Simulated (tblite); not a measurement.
# C4H7BCl2: the cost of one run

The runs use tblite 0.8.0 and PySCF 2.14.0, with density-fitted response routines of our own; the level of theory stands in each step. All values are computed, except where a source is named. Atoms are numbered from 0 throughout.

## Step 1: The molecule as given

14 atoms, charge 0, multiplicity 1; geometry from: force field or distance geometry start.

Bonds of the start (Å): B0–C1 1.60, C1–C2 1.50, C2–Cl3 1.78, C2–Cl4 1.77, C2–C5 1.50, C5–C6 1.34, B0–H7 1.18, B0–H8 1.17, C1–H9 1.12, C1–H10 1.11, C5–H11 1.09, C6–H12 1.11, C6–H13 1.10.

## Step 2: Optimising the geometry with GFN2-xTB

The job: settings as JSON, then the geometry in Å.

```
{"job": {"kind": "relax", "xc": "GFN2-xTB", "basis": "xTB"}, "charge": 0, "multiplicity": 1}
B      1.808300    -0.717100     0.203300
C      0.913300     0.454800     0.813500
C     -0.068200     0.828800    -0.256200
Cl     0.880900     1.374100    -1.661300
Cl    -1.219700     2.075800     0.257800
C     -0.812200    -0.422000    -0.616300
C     -2.116000    -0.444600    -0.323800
H      2.969800    -0.532300     0.153900
H      1.340900    -1.780600     0.029100
H      0.415400     0.059000     1.729800
H      1.537300     1.316500     1.125400
H     -0.326900    -1.277400    -1.081000
H     -2.617700     0.411300     0.163800
H     -2.706000    -1.347100    -0.560200
```

Launch:

```console
OMP_NUM_THREADS=1 python probes_run.py task.json out
```

One launch serves the whole session: the jobs run in the order shown.

**Question.** How long does this first job take on 1 thread of Arm Neoverse N1, shared host, and how much memory does it need?

About 1.5 s, with a peak of 0.18 GiB.
